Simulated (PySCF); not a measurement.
**B2PLYP/STO-6G run of InF (SMILES [F][In])**

Aim: the vertical singlet–triplet gap of InF at B2PLYP/STO-6G, from 2 runs. 

The calculation is run with PySCF 2.14.0.

16 further runs of the same task are left out: 6 that didn't finish, 10 set aside as unsound or not needed.

### Step 1. The system as given

The species is InF (2 atoms), meant as a singlet with charge 0. As SMILES, `[F][In]`. The shape comes from GFN2-xTB, which is rough for such elements, and wasn't checked as a minimum.

Bond lengths: F1–In2 2.025 Å.

### Step 2. A single-point energy at B2PLYP/STO-6G

Contents of run.py:

```python
from pyscf import gto, dft, mp

mol = gto.M(
    atom='''
F      0.000000     0.000000     0.000000
In     0.000000     0.000000     3.827621
''',
    basis='sto-6g',
    unit='bohr',
    verbose=4,
    max_memory=1860,
    charge=0,
)

mf = dft.RKS(mol, xc='0.53*HF + 0.47*B88, 0.73*LYP')
mf.conv_tol = 1e-10
mf.grids.level = 5
mf.kernel()
if not mf.converged:
    mf = mf.newton().run(mf.mo_coeff, mf.mo_occ)

pt = mp.MP2(mf, frozen=19).run()
e_final = mf.e_tot + 0.27 * pt.e_corr
print('PT2 part  %.8f' % (0.27 * pt.e_corr))
print('E = %.10f Eh' % e_final)
```

Run with:

```sh
$ OMP_NUM_THREADS=1 python run.py
```

The log of the run:

```text
PySCF version 2.14.0

[INPUT] num. atoms = 2
[INPUT] num. electrons = 58
[INPUT] charge = 0
[INPUT] spin (= nelec alpha-beta = 2S) = 0
[INPUT] symmetry False subgroup None
[INPUT] Mole.unit = bohr
[INPUT] Symbol           X                Y                Z      unit          X                Y                Z       unit  Magmom
[INPUT]  1 F      0.000000000000   0.000000000000   0.000000000000 AA    0.000000000000   0.000000000000   0.000000000000 Bohr   0.0
[INPUT]  2 In     0.000000000000   0.000000000000   2.025489805239 AA    0.000000000000   0.000000000000   3.827621000000 Bohr   0.0

nuclear repulsion = 115.215168899951
number of shells = 14
number of NR pGTOs = 192
number of NR cGTOs = 32
basis = sto-6g
ecp = {}

******** <class 'pyscf.dft.rks.RKS'> ********
method = RKS
initial guess = minao
damping factor = 0
level_shift factor = 0
DIIS = <class 'pyscf.scf.diis.CDIIS'>
diis_start_cycle = 1
diis_space = 8
diis_damp = 0
SCF conv_tol = 1e-10
SCF conv_tol_grad = None
SCF max_cycles = 50
direct_scf = True
direct_scf_tol = 1e-13
XC library pyscf.dft.libxc version 7.0.0
    S. Lehtola, C. Steigemann, M. J.T. Oliveira, and M. A.L. Marques.,  SoftwareX 7, 1–5 (2018)
XC functionals = 0.53*HF + 0.47*B88, 0.73*LYP
    A. D. Becke.,  Phys. Rev. A 38, 3098 (1988)
    C. Lee, W. Yang, and R. G. Parr.,  Phys. Rev. B 37, 785 (1988)
    B. Miehlich, A. Savin, H. Stoll, and H. Preuss.,  Chem. Phys. Lett. 157, 200 (1989)
radial grids:
    Treutler-Ahlrichs [JCP 102, 346 (1995); DOI:10.1063/1.469408] (M4) radial grids

becke partition: Becke, JCP 88, 2547 (1988); DOI:10.1063/1.454033
pruning grids: <function nwchem_prune>
grids dens level: 5
symmetrized grids: False
atomic radii adjust function: <function treutler_atomic_radii_adjust>
small_rho_cutoff = 0
Set gradient conv threshold to 1e-05
Initial guess from minao.
tot grids = 91208
init E= -5800.29506426359
  HOMO = -0.560564840853445  LUMO = -0.318949775421891  gap/eV = 6.57468
cycle= 1 E= -5813.30852084054  delta_E=  -13  |g|= 0.389  |ddm|= 1.38
  HOMO = -0.0123790554020125  LUMO = 0.154700579443441  gap/eV = 4.54647
cycle= 2 E= -5812.86034188922  delta_E= 0.448  |g|= 1.39  |ddm|=  2.1
  HOMO = -0.110671407631748  LUMO = 0.145695870232153  gap/eV = 6.97611
cycle= 3 E= -5813.3876421523  delta_E= -0.527  |g|= 0.0996  |ddm|= 1.29
  HOMO = -0.115180566448464  LUMO = 0.148186310391381  gap/eV = 7.16658
cycle= 4 E= -5813.39239399245  delta_E= -0.00475  |g|= 0.0193  |ddm|= 0.203
  HOMO = -0.115229506996745  LUMO = 0.146994991355851  gap/eV = 7.13549
cycle= 5 E= -5813.39258359628  delta_E= -0.00019  |g|= 0.00406  |ddm|= 0.0309
  HOMO = -0.114998323869158  LUMO = 0.14671491453238  gap/eV = 7.12158
cycle= 6 E= -5813.39260080514  delta_E= -1.72e-05  |g|= 0.000503  |ddm|= 0.0174
  HOMO = -0.114963116177428  LUMO = 0.146701805196681  gap/eV = 7.12027
cycle= 7 E= -5813.392600996  delta_E= -1.91e-07  |g|= 0.000125  |ddm|= 0.00146
  HOMO = -0.114951509285938  LUMO = 0.146699702716366  gap/eV = 7.11989
cycle= 8 E= -5813.39260100658  delta_E= -1.06e-08  |g|= 7.23e-06  |ddm|= 0.00038
  HOMO = -0.114951653403421  LUMO = 0.146699488924384  gap/eV = 7.11989
cycle= 9 E= -5813.39260100665  delta_E= -7.55e-11  |g|= 3.02e-06  |ddm|= 4.16e-05
  HOMO = -0.114951877948447  LUMO = 0.146699768107158  gap/eV = 7.11990
Extra cycle  E= -5813.39260100665  delta_E= 9.09e-13  |g|= 3.24e-06  |ddm|= 1.08e-05
converged SCF energy = -5813.39260100665

******** <class 'pyscf.mp.mp2.RMP2'> ********
nocc = 10, nmo = 13
frozen orbitals 19
E(RMP2) = -5813.48593890563  E_corr = -0.0933378989805034
E(SCS-RMP2) = -5813.48619799146  E_corr = -0.093596984804178
E_corr(same-spin) = -0.021240569968184
E_corr(oppo-spin) = -0.0720973290123194
PT2 part  -0.02520123
E = -5813.4178022394 Eh
```

Wall time 4.5 s (1 thread of Arm Neoverse V1, shared host); peak memory 0.23 GiB.

### Step 3. The triplet, same level

Contents of calc.py:

```python
from pyscf import gto, dft, mp

mol = gto.M(
    atom='''
F    0.000000   0.000000   0.000000
In   0.000000   0.000000   2.025490
''',
    charge=0,
    basis='sto-6g',
    max_memory=1860,
    spin=2,
    verbose=4,
)

myscf = dft.UKS(mol)
myscf.xc = '0.53*HF + 0.47*B88, 0.73*LYP'
myscf.conv_tol = 1e-10
myscf.grids.level = 5
myscf.kernel()
if not myscf.converged:
    myscf = myscf.newton().run(myscf.mo_coeff, myscf.mo_occ)

pt = mp.MP2(myscf, frozen=19).run()
energy = myscf.e_tot + 0.27 * pt.e_corr
print('PT2 part  %.8f' % (0.27 * pt.e_corr))
print(f'total energy: {energy:.8f} hartree')
```

Run with:

```sh
$ OMP_NUM_THREADS=1 python calc.py
```

The log of the run:

```text
PySCF version 2.14.0

[INPUT] num. atoms = 2
[INPUT] num. electrons = 58
[INPUT] charge = 0
[INPUT] spin (= nelec alpha-beta = 2S) = 2
[INPUT] symmetry False subgroup None
[INPUT] Mole.unit = angstrom
[INPUT] Symbol           X                Y                Z      unit          X                Y                Z       unit  Magmom
[INPUT]  1 F      0.000000000000   0.000000000000   0.000000000000 AA    0.000000000000   0.000000000000   0.000000000000 Bohr   0.0
[INPUT]  2 In     0.000000000000   0.000000000000   2.025490000000 AA    0.000000000000   0.000000000000   3.827621368045 Bohr   0.0

nuclear repulsion = 115.215157821426
number of shells = 14
number of NR pGTOs = 192
number of NR cGTOs = 32
basis = sto-6g
ecp = {}

******** <class 'pyscf.dft.uks.UKS'> ********
method = UKS
initial guess = minao
damping factor = 0
level_shift factor = 0
DIIS = <class 'pyscf.scf.diis.CDIIS'>
diis_start_cycle = 1
diis_space = 8
diis_damp = 0
SCF conv_tol = 1e-10
SCF conv_tol_grad = None
SCF max_cycles = 50
direct_scf = True
direct_scf_tol = 1e-13
number electrons alpha = 30  beta = 28
XC library pyscf.dft.libxc version 7.0.0
    S. Lehtola, C. Steigemann, M. J.T. Oliveira, and M. A.L. Marques.,  SoftwareX 7, 1–5 (2018)
XC functionals = 0.53*HF + 0.47*B88, 0.73*LYP
    A. D. Becke.,  Phys. Rev. A 38, 3098 (1988)
    C. Lee, W. Yang, and R. G. Parr.,  Phys. Rev. B 37, 785 (1988)
    B. Miehlich, A. Savin, H. Stoll, and H. Preuss.,  Chem. Phys. Lett. 157, 200 (1989)
radial grids:
    Treutler-Ahlrichs [JCP 102, 346 (1995); DOI:10.1063/1.469408] (M4) radial grids

becke partition: Becke, JCP 88, 2547 (1988); DOI:10.1063/1.454033
pruning grids: <function nwchem_prune>
grids dens level: 5
symmetrized grids: False
atomic radii adjust function: <function treutler_atomic_radii_adjust>
small_rho_cutoff = 0
Set gradient conv threshold to 1e-05
tot grids = 91208
init E= -5800.29506413619

[... the frontier-level lines of each cycle are left out ...]



cycle= 1 E= -5813.22980785333  delta_E= -12.9  |g|= 0.252  |ddm|= 1.72
cycle= 2 E= -5813.11069218633  delta_E= 0.119  |g|= 0.505  |ddm|= 1.13
cycle= 3 E= -5813.29997672427  delta_E= -0.189  |g|= 0.0204  |ddm|= 0.689
cycle= 4 E= -5813.30120177294  delta_E= -0.00123  |g|= 0.00729  |ddm|= 0.0878
cycle= 5 E= -5813.30141101127  delta_E= -0.000209  |g|= 0.00238  |ddm|= 0.0469
cycle= 6 E= -5813.3014365541  delta_E= -2.55e-05  |g|= 0.00111  |ddm|= 0.0137
cycle= 7 E= -5813.30144722116  delta_E= -1.07e-05  |g|= 0.000445  |ddm|= 0.0145
cycle= 8 E= -5813.30144838857  delta_E= -1.17e-06  |g|= 0.000131  |ddm|= 0.00422
cycle= 9 E= -5813.3014484985  delta_E= -1.1e-07  |g|= 5.16e-05  |ddm|= 0.00125
cycle= 10 E= -5813.301448514  delta_E= -1.55e-08  |g|= 9.78e-06  |ddm|= 0.000517
cycle= 11 E= -5813.30144851448  delta_E= -4.79e-10  |g|= 2.37e-06  |ddm|= 8.84e-05
cycle= 12 E= -5813.30144851451  delta_E= -3.18e-11  |g|= 1.07e-06  |ddm|= 1.71e-05
Extra cycle  E= -5813.30144851452  delta_E= -5.46e-12  |g|= 6.46e-07  |ddm|= 5.27e-06
converged SCF energy = -5813.30144851452  <S^2> = 2.0070408  2S+1 = 3.0046902

******** <class 'pyscf.mp.ump2.UMP2'> ********
nocc = (np.int64(11), np.int64(9)), nmo = (13, 13)
frozen orbitals 19
E(UMP2) = -5813.35933192222  E_corr = -0.0578834077043229
E(SCS-UMP2) = -5813.35959599364  E_corr = -0.0581474791246415
E_corr(same-spin) = -0.0130530116775531
E_corr(oppo-spin) = -0.0448303960267698
PT2 part  -0.01562852
total energy: -5813.31707703 hartree
```

Wall time 6.9 s (1 thread of Arm Neoverse V1, shared host); peak memory 0.23 GiB.

### Step 4. Summary of results

Level: B2PLYP/STO-6G, 19 core orbitals frozen.

```
                                                         quantity           value
                                            singlet: total energy  -5813.41780 Eh
                                singlet: dipole moment (SCF part)          0.57 D
                       singlet: HOMO energy (SCF part's orbitals)        -3.13 eV
                       singlet: LUMO energy (SCF part's orbitals)         3.99 eV
                     singlet: HOMO–LUMO gap (SCF part's orbitals)         7.12 eV
                                            triplet: total energy  -5813.31708 Eh
                                triplet: dipole moment (SCF part)          2.28 D
triplet: HOMO energy (SCF part's orbitals) (highest over α and β)        -0.64 eV
 triplet: LUMO energy (SCF part's orbitals) (lowest over α and β)         1.45 eV
                                                    triplet: ⟨S²⟩           2.007
                 vertical energy of the triplet above the singlet        2.741 eV
```

In words: At this shape the triplet lies 2.74 eV (264 kJ/mol) above the singlet. In a minimal basis such a difference can be off by several eV, whatever the method. Relativity is left out (singlet) although the molecule holds a heavy atom. Relativity is left out (triplet) although the molecule holds a heavy atom.
